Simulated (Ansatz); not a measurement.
# O+ (quartet): energies up the ladder

The task, for O+ (quartet): energies up the ladder. Charge +1. Spin multiplicity 4.

Method: the levels named in each step, in Ansatz 0.2.0.

### Step 1. The structure to begin with

As a file:

```xyz
1

O     0.0000    0.0000    0.0000
```

### Step 2. Single point, PBE0/def2-TZVPP

The input, input.yaml:

```yaml
crystal:
  periodic: [false, false, false]
  atoms:
    - { symbol: O, position_ang: [0.0, 0.0, 0.0] }
magnetization:
  spin_polarized: true
  initial_magnetization: 3
total_charge: 1
basis:
  gaussian: { orbitals: def2-TZVPP }
hamiltonian:
  xc: pbe0
```

Started as:

```console
ansatz run input.yaml --threads 1 --pin off --max-ram 2560MiB --backend cpu --events-out ev --progress --plain --runs-dir out
```

Further steps of the session: Single point, PBE/def2-TZVPP; Single point, r2SCAN/def2-TZVPP; Single point, B3LYP/def2-TZVPP; Single point, wB97M-V/def2-TZVPP; Single point, B2PLYP/def2-TZVPP; Single point, LDA/def2-TZVPP; Single point, PBE0/def2-SVP; Single point, PBE/def2-SVP; Single point, CCSD(T)/def2-TZVPP; Single point, CCSD(T)/def2-QZVPP.

**Question.** What will these runs give? Wanted: energy at CCSD(T)/CBS.

**Answer**, as computed:

| quantity | value |
| --- | --- |
| energy at CCSD(T)/CBS | -2027.400 eV |

**Reading.** These totals serve in differences with atoms or fragments at the same level; alone they don't rank the methods.
